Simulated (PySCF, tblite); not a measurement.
# C3H11NSi+ (doublet): geometry, infrared bands and EPR parameters

Aim: predict the infrared bands and EPR parameters of C3H11NSi+ (doublet) (`CC(C)[NH+][SiH3]`).

Computed with tblite 0.8.0 and PySCF 2.14.0, with density-fitted response routines of our own, on a single molecule in the gas phase. Atoms are numbered from 0 throughout.

### 1 The starting structure

16 atoms, charge 1, multiplicity 2; geometry from: force field or distance geometry start.

Bonds of the start (Å): C0–C1 1.49, C1–C2 1.54, C1–N3 1.45, N3–Si4 1.81, C0–H5 1.10, C0–H6 1.11, C0–H7 1.13, C1–H8 1.12, C2–H9 1.12, C2–H10 1.09, C2–H11 1.11, N3–H12 1.03, Si4–H13 1.45, Si4–H14 1.46, Si4–H15 1.47.

### 2 Geometry optimisation with GFN2-xTB

What the job is given:

```
{"job": {"kind": "relax", "xc": "GFN2-xTB", "basis": "xTB"}, "charge": 1, "multiplicity": 2}
C     -1.690600     1.010100    -0.214200
C     -0.437400     0.337200     0.216500
C     -0.642600    -1.179400     0.086200
N      0.748200     0.775600    -0.494400
Si     2.171600    -0.128400     0.152200
H     -1.549700     1.868300    -0.887900
H     -2.447900     0.314800    -0.641700
H     -2.184600     1.439700     0.706600
H     -0.268900     0.540200     1.304000
H     -1.450900    -1.431000     0.818200
H      0.285300    -1.693400     0.346700
H     -0.978200    -1.451800    -0.936400
H      0.651700     0.624700    -1.507500
H      2.573600    -1.239600    -0.696300
H      1.953700    -0.634400     1.509400
H      3.259100     0.856300     0.227400
```

On the command line:

```
$ OMP_NUM_THREADS=1 python probes_run.py task.json out
```

The driver reads the jobs from task.json and runs them one after another.

**Question.** This job is followed by: GFN2-xTB harmonic vibrations, gas phase; UKS B3LYP, pcH-1 on C H N Si, non-relativistic, mean-field spin-orbit, GIAO. Predict these results of the whole session: strongest single infrared mode (GFN2-xTB); zero-point energy (GFN2-xTB); g(iso) (B3LYP); ⟨S²⟩; largest a(iso) (averaged by class).

**Answer**, as computed:

| quantity | value |
| --- | --- |
| strongest single infrared mode (GFN2-xTB) | 733 cm⁻¹, 174 km/mol |
| zero-point energy (GFN2-xTB) | 80.9 kcal/mol |
| g(iso) (B3LYP) | 2.00384 |
| ⟨S²⟩ | 0.755 (exact 0.75) |
| largest a(iso) (averaged by class) | 1H on H8, 162.4 MHz |

Relaxing lowered the energy by 0.926 eV in 94 steps; the close pair that moved most is N3–Si4, from 1.806 to 1.762 Å. No mode is imaginary among the 42: a minimum at this level. The strongest single mode, at 733 cm⁻¹, is carried by N3, Si4, H15, H13. GFN2-xTB is a fitted tight-binding method: band positions and strengths are rough. Its intensities can rank the bands wrongly. N3 carries the largest spin population, 0.78 e. The isotropic g lies 1.5 ppt above the free-electron value. These values are for one conformer; the search (at its own cheap level) found 1 more, at 0.31 kcal/mol, and measured spectra average over such forms.
